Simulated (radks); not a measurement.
# Sc in [Ar] 3d1 5s2: an all-electron calculation

An exercise on one series of results from a longer session: the logs are not shown, and one member is left open.

Method: scalar-relativistic Kohn-Sham, exchange-only B88, spin-polarised, spherical densities, finite nucleus; open shells are filled with parallel spins first. Code: radks (a radial shooting solver on a logarithmic mesh, Libxc functionals) version 1.

## What is computed

```
element            : scandium (Z = 21)
charge             : 0
electrons          : 21
configuration      : [Ar] 3d1 5s2
nuclear rms radius : 3.5459 fm
```

Outer shells as boxes (Hund's rule):

Sc
```
[Ar] core
3d [↑ ][  ][  ][  ][  ]
5s [↑↓]
```

The first run:

The run's settings:

```text
Z 21
configuration [Ar] 3d1 5s2
relativity scalar-relativistic
functional b88,
spin polarised
nucleus finite rms 3.5459 fm
c 137.035999084
```

Run with:

```bash
$ python run_ks.py task.json out
```

This one command runs every case of the session in turn.

One of the session's tables, all rows but one given; the rest of the session is left out.

It belongs to the step «Shells». Sizes of the orbitals, from the radial functions (bohr):

```
  level      <r>  outermost maximum (interpolated)  90 % within  nodes
1s down  0.07304                            0.0478        0.130      0
  1s up  0.07304                            0.0478        0.130      0
  2s up   0.3437                             0.284        0.535      1
2s down        ?                                 ?            ?      ?
  2p up   0.3077                             0.232        0.507      0
2p down   0.3076                             0.232        0.507      0
  3s up    1.075                             0.926         1.61      2
3s down    1.075                             0.926         1.61      2
  3p up    1.167                             0.967         1.80      1
3p down    1.166                             0.967         1.80      1
  3d up    1.611                              1.08         2.75      0
3d down    1.623                              1.08         2.78      0
  5s up    7.830                              7.13         11.1      4
5s down    8.033                              7.35         11.4      4
```

**Question.** Estimate the row for 2s down.

As computed: <r>: 0.3435; outermost maximum (interpolated): 0.284; 90 % within: 0.534; nodes: 1. In the column «<r>» it lies between 2p up (0.3077) and 2s up (0.3437).
